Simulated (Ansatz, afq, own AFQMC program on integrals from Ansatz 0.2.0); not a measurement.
# SiNH2Cl2 (doublet): quantum Monte Carlo beside coupled cluster as a fragment species, def2-TZVP

Aim: compute SiNH2Cl2 (doublet) with auxiliary-field quantum Monte Carlo on the same integrals as coupled cluster, and set the energies side by side.

Computed with Ansatz 0.2.0, Gaussian basis, and an in-house AFQMC program (afq) on its integrals; all values are calculated. Level: def2-TZVP, frozen cores.

The runs, in order: PBE (unrestricted); CCSD(T) on UHF; r2SCAN (unrestricted); CCSD(T) on UHF; PBE0 (unrestricted); B3LYP (unrestricted); wB97M-V (unrestricted); CCSD(T) on UHF; B2PLYP (unrestricted); Phaseless AFQMC, CISD trial on UHF.

### 1 The system

The geometry is a PBE0/def2-SVP stationary point (not a proven minimum).

6 atoms, charge 0, spin multiplicity 2.

Atoms are counted from 1 here; the program's logs count them from 0.

Bond lengths: N1–Si2 1.716 Å, N1–H5 1.015 Å, N1–H6 1.015 Å, Si2–Cl3 2.079 Å, Si2–Cl4 2.079 Å. Angles: Si2–N1–H5 120.5°, Si2–N1–H6 120.4°, H5–N1–H6 112.6°, N1–Si2–Cl3 106.7°, N1–Si2–Cl4 106.5°, Cl3–Si2–Cl4 111.6°.

### 2 PBE (unrestricted)

in.yaml reads:

```yaml
crystal:
  periodic: [false, false, false]
  atoms:
    - {symbol: N, position_ang: [-0.183320, 0.526599, 0.888128]}
    - {symbol: Si, position_ang: [0.098307, -0.442441, -0.500322]}
    - {symbol: Cl, position_ang: [1.437499, -1.927127, 0.068636]}
    - {symbol: Cl, position_ang: [-1.741983, -1.239106, -1.047751]}
    - {symbol: H, position_ang: [0.591354, 0.840825, 1.463139]}
    - {symbol: H, position_ang: [-0.975857, 1.159350, 0.920870]}
basis:
  gaussian: {orbitals: def2-TZVP}
magnetization: {spin_polarized: true, initial_magnetization: 1}
hamiltonian: {xc: {name: PBE}}
output: {orbitals: {seedname: orbitals}}
```

Launch:

```console
$ ansatz run in.yaml --threads 2 --pin off --events-out ev --progress --plain --max-ram 16640MiB --backend cpu
```

Standard output:

```text
Functional definition: PBE
  name "PBE"
  cite "Perdew, Burke & Ernzerhof, Phys. Rev. Lett. 77, 3865 (1996) doi:10.1103/PhysRevLett.77.3865"
  parent pbe
  parameter kappa = 0.804
  parameter beta = 0.06672455060314922
  exchange = pbe_x(kappa = kappa, mu = beta*pi^2/3)
  correlation = pbe_c(beta = beta)
1007 factors; their error is unknown
mean field evaluation 1: about -34423.8229 eV, gradient 5.1e1 eV
mean field evaluation 2: about -34372.7209 eV, gradient 9.6e1 eV
mean field evaluation 4: about -34433.3928 eV, gradient 8.7e0 eV
mean field evaluation 8: about -34433.7062 eV, gradient 1.1e-1 eV
mean field evaluation 16: about -34433.6969 eV, gradient 4.2e-4 eV
mean field -34433.69687363 eV, -1265.4150201077 hartree, gradient 3.1e-5 eV, S^2 0.752072; 0 other end points of the search recorded, 0 dependent functions left out
reference -34433.69691043 eV, -1265.4150214601 hartree; 29, 28 occupied and 125, 126 virtual orbitals, 1007 factors
Total energy: -34433.69691043 eV, -1265.4150214601 hartree
```

It took 2.5 s on 2 threads of AMD EPYC 7R13 (Zen 3), shared host; peak memory 6.3 GiB.

From the report: ⟨S²⟩ of the determinant 0.752 (pure doublet: 0.75).

### 3 CCSD(T) on UHF

Edit in.yaml of step 2 so:

```diff
@@ -12,3 +12,2 @@
 magnetization: {spin_polarized: true, initial_magnetization: 1}
-hamiltonian: {xc: {name: PBE}}
-output: {orbitals: {seedname: orbitals}}
+correlation: {method: ccsd_t, electrons: outside_noble_gas, hamiltonian_folder: ham}
```

Launch:

```console
$ ansatz run in.yaml --threads 2 --pin off --events-out ev --progress --plain --max-ram 49920MiB --backend cuda --devices 0, --max-vram 37GiB
```

Standard output, shortened:

```text
Functional definition: HF
  name "HF"
  cite "Fock, Z. Phys. 61, 126 (1930) doi:10.1007/BF01340294"
  parent pbe
[...]
947 factors; integrals over basis functions are off by at most 1.2e-3 eV
[...]
mean field -34387.33635253 eV, -1263.7113023817 hartree, gradient 2.9e-6 eV, S^2 0.756964; 0 other end points of the search recorded, 0 dependent functions left out
16 core orbitals not correlated: weight in the atoms' cores, before any rotation towards them, 1.000 or more for the frozen orbitals, at most 0.000 for the correlated occupied ones
reference -34387.33635253 eV, -1263.7113023817 hartree; 13, 12 occupied and 125, 126 virtual orbitals, 947 factors
second order -18.25654533 eV of doubles, -0.00000000 eV of singles
cycle   1  -18.99442044 eV  change   -7.4e-1 eV  update   8.6e-2
[...]
cycle  11  -19.47956298 eV  change   -2.5e-5 eV  update   1.6e-5
perturbative correction -0.83268635 eV, -0.0306006588 hartree
Total energy: -34407.64860185 eV, -1264.4577637762 hartree
```

Run time: 4.8 s. Hardware: 1 × NVIDIA H100 80GB HBM3 with 2 threads of AMD EPYC 7R13 (Zen 3), shared host; peak host memory 6.3 GiB.

From the report: ⟨S²⟩ of the determinant 0.757 (pure doublet: 0.75); correlation -20.3122 eV; T1 0.013; largest double amplitude 0.03.

This run also writes the integrals to the folder ham.

### 4 r2SCAN (unrestricted)

Edit in.yaml of step 3 so:

```diff
@@ -12,2 +12,2 @@
 magnetization: {spin_polarized: true, initial_magnetization: 1}
-correlation: {method: ccsd_t, electrons: outside_noble_gas, hamiltonian_folder: ham}
+hamiltonian: {xc: {name: r2SCAN}}
```

Launch:

```console
$ ansatz run in.yaml --threads 2 --pin off --events-out ev --progress --plain --max-ram 16640MiB --backend cpu
```

Standard output:

```text
Functional definition: r2SCAN
  name "r2SCAN"
  cite "Furness, Kaplan, Ning, Perdew & Sun, J. Phys. Chem. Lett. 11, 8208 (2020) doi:10.1021/acs.jpclett.0c02405"
  cite "Furness, Kaplan, Ning, Perdew & Sun, J. Phys. Chem. Lett. 11, 9248 (2020) doi:10.1021/acs.jpclett.0c03077"
  parent r2scan
  parameter k0 = 0.174
  parameter k1 = 0.065
  parameter a1 = 4.9479
  exchange = r2scan_x(k0 = k0, k1 = k1, a1 = a1)
  correlation = r2scan_c
1007 factors; their error is unknown
mean field evaluation 1: about -34438.4804 eV, gradient 4.7e1 eV
mean field evaluation 2: about -34402.5055 eV, gradient 8.5e1 eV
mean field evaluation 4: about -34446.5420 eV, gradient 5.6e0 eV
mean field evaluation 8: about -34446.6824 eV, gradient 1.9e-1 eV
mean field evaluation 16: about -34446.6686 eV, gradient 1.1e-3 eV
mean field -34446.66856570 eV, -1265.8917209989 hartree, gradient 3.3e-5 eV, S^2 0.753881; 0 other end points of the search recorded, 0 dependent functions left out
reference -34446.66857686 eV, -1265.8917214089 hartree; 29, 28 occupied and 125, 126 virtual orbitals, 1007 factors
Total energy: -34446.66857686 eV, -1265.8917214089 hartree
```

Wall time 5.5 s (2 threads of AMD EPYC 7R13 (Zen 3), shared host); peak memory 6.3 GiB.

From the report: ⟨S²⟩ of the determinant 0.754 (pure doublet: 0.75).

### 5 CCSD(T) on UHF

Edit in.yaml of step 4 so:

```diff
@@ -10,4 +10,4 @@
 basis:
-  gaussian: {orbitals: def2-TZVP}
+  gaussian: {orbitals: def2-TZVPP}
 magnetization: {spin_polarized: true, initial_magnetization: 1}
-hamiltonian: {xc: {name: r2SCAN}}
+correlation: {method: ccsd_t, electrons: outside_noble_gas}
```

Launch:

```console
$ ansatz run in.yaml --threads 2 --pin off --events-out ev --progress --plain --max-ram 49920MiB --backend cuda --devices 0, --max-vram 37GiB
```

Standard output, shortened:

```text
Functional definition: HF
  name "HF"
  cite "Fock, Z. Phys. 61, 126 (1930) doi:10.1007/BF01340294"
  parent pbe
[...]
1098 factors; integrals over basis functions are off by at most 8.9e-4 eV
[...]
mean field -34387.39540481 eV, -1263.7134725129 hartree, gradient 6.1e-6 eV, S^2 0.756989; 0 other end points of the search recorded, 0 dependent functions left out
16 core orbitals not correlated: weight in the atoms' cores, before any rotation towards them, 1.000 or more for the frozen orbitals, at most 0.000 for the correlated occupied ones
reference -34387.39540481 eV, -1263.7134725129 hartree; 13, 12 occupied and 156, 157 virtual orbitals, 1098 factors
second order -18.63803490 eV of doubles, -0.00000000 eV of singles
cycle   1  -19.31895619 eV  change   -6.8e-1 eV  update   8.5e-2
[...]
cycle  11  -19.80497652 eV  change   -2.5e-5 eV  update   1.6e-5
perturbative correction -0.85316504 eV, -0.0313532369 hartree
Total energy: -34408.05354637 eV, -1264.4726452126 hartree
```

It took 4.8 s on 1 × NVIDIA H100 80GB HBM3 with 2 threads of AMD EPYC 7R13 (Zen 3), shared host; peak host memory 6.3 GiB.

From the report: ⟨S²⟩ of the determinant 0.757 (pure doublet: 0.75); correlation -20.6581 eV; T1 0.013; largest double amplitude 0.02.

### 6 PBE0 (unrestricted)

Edit in.yaml of step 5 so:

```diff
@@ -10,4 +10,5 @@
 basis:
-  gaussian: {orbitals: def2-TZVPP}
+  gaussian: {orbitals: def2-TZVP}
 magnetization: {spin_polarized: true, initial_magnetization: 1}
-correlation: {method: ccsd_t, electrons: outside_noble_gas}
+hamiltonian: {xc: {name: PBE0}}
+output: {orbitals: {seedname: orbitals}}
```

Launch:

```console
$ ansatz run in.yaml --threads 2 --pin off --events-out ev --progress --plain --max-ram 16640MiB --backend cpu
```

Standard output:

```text
Functional definition: PBE0
  name "PBE0"
  cite "Adamo & Barone, J. Chem. Phys. 110, 6158 (1999) doi:10.1063/1.478522"
  cite "Perdew, Burke & Ernzerhof, Phys. Rev. Lett. 77, 3865 (1996) doi:10.1103/PhysRevLett.77.3865"
  parent pbe
  parameter a = 0.25
  parameter kappa = 0.804
  parameter beta = 0.06672455060314922
  exchange = (1 - a)*pbe_x(kappa = kappa, mu = beta*pi^2/3) + a*exact_x
  correlation = pbe_c(beta = beta)
1047 factors; their error is unknown
mean field evaluation 1: about -34429.9329 eV, gradient 4.1e1 eV
mean field evaluation 2: about -34414.3299 eV, gradient 6.6e1 eV
mean field evaluation 4: about -34436.3369 eV, gradient 3.1e0 eV
mean field evaluation 8: about -34436.3791 eV, gradient 9.4e-2 eV
mean field evaluation 16: about -34436.4885 eV, gradient 1.8e-4 eV
mean field -34436.48849448 eV, -1265.5176102820 hartree, gradient 1.5e-5 eV, S^2 0.752896; 0 other end points of the search recorded, 0 dependent functions left out
reference -34436.48852208 eV, -1265.5176112961 hartree; 29, 28 occupied and 125, 126 virtual orbitals, 1047 factors
Total energy: -34436.48852208 eV, -1265.5176112961 hartree
```

Run time: 3.7 s. Hardware: 2 threads of AMD EPYC 7R13 (Zen 3), shared host; peak memory 6.3 GiB.

From the report: ⟨S²⟩ of the determinant 0.753 (pure doublet: 0.75).

### 7 B3LYP (unrestricted)

Edit in.yaml of step 6 so:

```diff
@@ -12,3 +12,2 @@
 magnetization: {spin_polarized: true, initial_magnetization: 1}
-hamiltonian: {xc: {name: PBE0}}
-output: {orbitals: {seedname: orbitals}}
+hamiltonian: {xc: {name: B3LYP}}
```

Same command.

Standard output, shortened:

```text
Functional definition: B3LYP
  name "B3LYP"
  cite "Stephens, Devlin, Chabalowski & Frisch, J. Phys. Chem. 98, 11623 (1994) doi:10.1021/j100096a001"
  cite "Becke, Phys. Rev. A 38, 3098 (1988) doi:10.1103/PhysRevA.38.3098"
  cite "Lee, Yang & Parr, Phys. Rev. B 37, 785 (1988) doi:10.1103/PhysRevB.37.785"
  cite "Vosko, Wilk & Nusair, Can. J. Phys. 58, 1200 (1980) doi:10.1139/p80-159"
[...]
1030 factors; their error is unknown
[...]
mean field -34451.00377630 eV, -1266.0510370498 hartree, gradient 3.3e-5 eV, S^2 0.752509; 0 other end points of the search recorded, 0 dependent functions left out
reference -34451.00402782 eV, -1266.0510462930 hartree; 29, 28 occupied and 125, 126 virtual orbitals, 1030 factors
Total energy: -34451.00402782 eV, -1266.0510462930 hartree
```

It took 3.6 s on 2 threads of AMD EPYC 7R13 (Zen 3), shared host; peak memory 6.3 GiB.

From the report: ⟨S²⟩ of the determinant 0.753 (pure doublet: 0.75).

### 8 wB97M-V (unrestricted)

Edit in.yaml of step 7 so:

```diff
@@ -12,2 +12,3 @@
 magnetization: {spin_polarized: true, initial_magnetization: 1}
-hamiltonian: {xc: {name: B3LYP}}
+hamiltonian: {xc: {name: wB97M-V}}
+output: {orbitals: {seedname: orbitals}}
```

The command is unchanged.

Standard output, shortened:

```text
Functional definition: wB97M-V
  name "wB97M-V"
  cite "Mardirossian & Head-Gordon, J. Chem. Phys. 144, 214110 (2016) doi:10.1063/1.4952647"
  cite "Becke, J. Chem. Phys. 107, 8554 (1997) doi:10.1063/1.475007"
  cite "Vydrov & Van Voorhis, J. Chem. Phys. 133, 244103 (2010) doi:10.1063/1.3521275"
  # Of w^i u^j: cxij and so on, Table III.
[...]
  gx(w, u) = 1 - cx + cx01*u + cx10*w
  gss(w, u) = css00 + css04*u^4 + css10*w + css20*w^2 + css43*w^4*u^3
  gos(w, u) = cos00 + cos10*w + (cos20 + cos21*u)*w^2 + (cos60 + cos61*u)*w^6
[...]
      + integral(e_c_pw_mod_opposite_spin*gos(b97_w_opposite, b97_u_opposite)) + vv10(b, c)
1021 factors; their error is unknown
204 factors; integrals over basis functions are off by at most 4.2e-5 eV
[...]
mean field -34447.38312567 eV, -1265.9179805936 hartree, gradient 6.5e-5 eV, S^2 0.751944; 0 other end points of the search recorded, 0 dependent functions left out
reference -34447.38316491 eV, -1265.9179820355 hartree; 29, 28 occupied and 125, 126 virtual orbitals, 1021 factors
Total energy: -34447.38316491 eV, -1265.9179820355 hartree
```

It took 11 s on 2 threads of AMD EPYC 7R13 (Zen 3), shared host; peak memory 6.3 GiB.

From the report: ⟨S²⟩ of the determinant 0.752 (pure doublet: 0.75).

### 9 CCSD(T) on UHF

Edit in.yaml of step 8 so:

```diff
@@ -10,5 +10,4 @@
 basis:
-  gaussian: {orbitals: def2-TZVP}
+  gaussian: {orbitals: "def2-QZVPP.json"}
 magnetization: {spin_polarized: true, initial_magnetization: 1}
-hamiltonian: {xc: {name: wB97M-V}}
-output: {orbitals: {seedname: orbitals}}
+correlation: {method: ccsd_t, electrons: outside_noble_gas}
```

Launch:

```console
$ ansatz run in.yaml --threads 2 --pin off --events-out ev --progress --plain --max-ram 49920MiB --backend cuda --devices 0, --max-vram 37GiB
```

Standard output, shortened:

```text
Functional definition: HF
  name "HF"
  cite "Fock, Z. Phys. 61, 126 (1930) doi:10.1007/BF01340294"
  parent pbe
[...]
1940 factors; integrals over basis functions are off by at most 7.0e-4 eV
[...]
mean field -34388.41820292 eV, -1263.7510596502 hartree, gradient 7.6e-6 eV, S^2 0.757082; 0 other end points of the search recorded, 0 dependent functions left out
16 core orbitals not correlated: weight in the atoms' cores, before any rotation towards them, 1.000 or more for the frozen orbitals, at most 0.000 for the correlated occupied ones
reference -34388.41820292 eV, -1263.7510596502 hartree; 13, 12 occupied and 298, 299 virtual orbitals, 1940 factors
second order -20.37524897 eV of doubles, -0.00000000 eV of singles
cycle   1  -20.87878414 eV  change   -5.0e-1 eV  update   8.6e-2
[...]
cycle  12  -21.38369525 eV  change   -8.3e-7 eV  update   6.3e-6
perturbative correction -1.00498001 eV, -0.0369323343 hartree
Total energy: -34410.80687818 eV, -1264.5738282905 hartree
```

Wall time 17 s (1 × NVIDIA H100 80GB HBM3 with 2 threads of AMD EPYC 7R13 (Zen 3), shared host); peak host memory 6.3 GiB.

From the report: ⟨S²⟩ of the determinant 0.757 (pure doublet: 0.75); correlation -22.3887 eV; T1 0.013; largest double amplitude 0.02.

### 10 B2PLYP (unrestricted)

Edit in.yaml of step 9 so:

```diff
@@ -10,4 +10,5 @@
 basis:
-  gaussian: {orbitals: "def2-QZVPP.json"}
+  gaussian: {orbitals: def2-TZVP}
 magnetization: {spin_polarized: true, initial_magnetization: 1}
-correlation: {method: ccsd_t, electrons: outside_noble_gas}
+hamiltonian: {xc: {name: B2PLYP}}
+correlation: {electrons: outside_noble_gas}
```

Launch:

```console
$ ansatz run in.yaml --threads 2 --pin off --events-out ev --progress --plain --max-ram 16640MiB --backend cpu
```

Standard output, shortened:

```text
Functional definition: B2PLYP
  name "B2PLYP"
  cite "Grimme, J. Chem. Phys. 124, 034108 (2006) doi:10.1063/1.2148954"
  cite "Becke, Phys. Rev. A 38, 3098 (1988) doi:10.1103/PhysRevA.38.3098"
  cite "Lee, Yang & Parr, Phys. Rev. B 37, 785 (1988) doi:10.1103/PhysRevB.37.785"
[...]
947 factors; integrals over basis functions are off by at most 1.2e-3 eV
[...]
mean field -34432.06824183 eV, -1265.3551689931 hartree, gradient 4.1e-6 eV, S^2 0.754719; 0 other end points of the search recorded, 0 dependent functions left out
16 core orbitals not correlated: weight in the atoms' cores, before any rotation towards them, 1.000 or more for the frozen orbitals, at most 0.000 for the correlated occupied ones
reference -34432.06840163 eV, -1265.3551748656 hartree; 13, 12 occupied and 125, 126 virtual orbitals, 947 factors
second order -22.36003334 eV of doubles, -0.00000000 eV of singles
Total energy: -34438.10561063 eV, -1265.5770382042 hartree
```

Wall time 4.5 s (2 threads of AMD EPYC 7R13 (Zen 3), shared host); peak memory 6.3 GiB.

From the report: ⟨S²⟩ of the determinant 0.755 (pure doublet: 0.75).

### 11 Phaseless AFQMC, CISD trial on UHF

It reads the integrals that the CCSD(T) run on this determinant wrote.

Launch:

```console
$ afq ham --method phaseless --trial cisd --walkers 400 --populations 10 --least-time 60 --time-step 0.005 --steps-per-block 50 --equilibration-blocks 28 --max-blocks 4000 --target-error 0.0003 --factor-cut 1e-05 --start spin_pure --seed 3922 --release-times 0.21,0.42,0.63,0.9 --release-step 0.03 --release-every 5 --taylor-order 6
```

Standard output:

```text
orbitals 138  electrons 13 12  factors 943 of 947
reference energy -1263.71130238 Eh
CCSD correlation -0.71586128 Eh in 12 cycles, weight of the determinant in the CISD state 0.7779
energy of the start -1264.426485 Eh
 block  time / (1/Eh)  mean weight  energy / Eh
     1     0.250  0.9976  -1264.400674
     2     0.500  0.9999  -1264.414607
     3     0.750  0.9995  -1264.432818
     4     1.000  1.0019  -1264.437089
     5     1.250  1.0002  -1264.437570
     6     1.500  1.0011  -1264.444756
     7     1.750  0.9999  -1264.447092
     8     2.000  1.0003  -1264.450956
     9     2.250  0.9983  -1264.448882
    10     2.500  0.9997  -1264.456680
    13     3.250  0.9993  -1264.460118
    19     4.750  1.0008  -1264.455588
    25     6.250  1.0004  -1264.457496
    31     7.750  1.0020  -1264.459554
    37     9.250  0.9989  -1264.469197
    43    10.750  0.9994  -1264.460836
    49    12.250  1.0007  -1264.455653
    55    13.750  0.9998  -1264.464963
    61    15.250  0.9993  -1264.465970
    67    16.750  0.9983  -1264.457132
    73    18.250  1.0007  -1264.454924
    79    19.750  0.9990  -1264.461439
    85    21.250  1.0005  -1264.465369
    91    22.750  0.9988  -1264.463107
    97    24.250  0.9972  -1264.459835
   103    25.750  0.9996  -1264.463900
   109    27.250  1.0009  -1264.463775
   115    28.750  0.9991  -1264.464213
   121    30.250  1.0003  -1264.463548
   127    31.750  0.9989  -1264.456827
   133    33.250  0.9988  -1264.461122
   139    34.750  1.0003  -1264.464810
   145    36.250  1.0011  -1264.465555
   151    37.750  0.9997  -1264.453345
   157    39.250  1.0011  -1264.452901
   163    40.750  0.9995  -1264.462154
   169    42.250  1.0001  -1264.452739
   175    43.750  1.0004  -1264.463263
   181    45.250  1.0000  -1264.459494
   187    46.750  0.9997  -1264.461533
   193    48.250  0.9999  -1264.471788
   199    49.750  1.0006  -1264.461830
   205    51.250  1.0013  -1264.464144
   211    52.750  0.9992  -1264.464271
   217    54.250  1.0001  -1264.456348
   223    55.750  1.0016  -1264.456456
   229    57.250  1.0007  -1264.456068
   235    58.750  1.0001  -1264.462045
   241    60.250  0.9993  -1264.456273
   247    61.750  0.9975  -1264.459004
   253    63.250  0.9991  -1264.457076
   259    64.750  1.0008  -1264.458499
   265    66.250  1.0005  -1264.458745
   271    67.750  0.9988  -1264.457079
error from the spread of 10 populations
released: time / (1/Eh)  energy / Eh  error  mean overlap
  0.21  -1264.461420  0.000356  0.9958
  0.42  -1264.462127  0.000550  0.9806
  0.63  -1264.459818  0.000909  0.9892
  0.90  -1264.460338  0.001096  0.9803
energy -1264.461054 +/- 0.000399 Eh
```

It took 4 min on 1 × NVIDIA H100 80GB HBM3 with 4 threads of AMD EPYC 7R13 (Zen 3), shared host; peak host memory 6.3 GiB.

Energy -34407.7381 ± 0.0109 eV. Caveats: constraint bias not in the error.

### 12 All levels side by side

On the UHF determinant, counted from CCSD(T) (a yardstick, not exact):

| level | energy (eV) | from CCSD(T) (kJ/mol) | statistical error (kJ/mol) | time |
| --- | --- | --- | --- | --- |
| HF | -34387.3364 | +1959.8 |  |  |
| MP2 | -34405.5929 | +198.3 |  |  |
| CCSD | -34406.8159 | +80.3 |  |  |
| CCSD(T) | -34407.6486 | 0.0 |  |  |
| Phaseless AFQMC, CISD trial, step 0.005, 400 walkers | -34407.7381 | -8.6 | 1.0 | 4 min |

The functionals' totals stand on their own zeros and serve differences with other points: PBE -34433.697 eV; r2SCAN -34446.669 eV; PBE0 -34436.489 eV; B3LYP -34451.004 eV; wB97M-V -34447.383 eV; B2PLYP -34438.106 eV.

### 13 Summary of results

| quantity | value |
| --- | --- |
| Phaseless AFQMC, CISD trial on UHF from CCSD(T) | -8.6 ± 1.0 kJ/mol |

On UHF the phaseless walk with the CISD trial lies -8.6 kJ/mol from CCSD(T), 8 times its error bar. Error bars are statistical and leave out the constraint, the time step and what remains of the start.
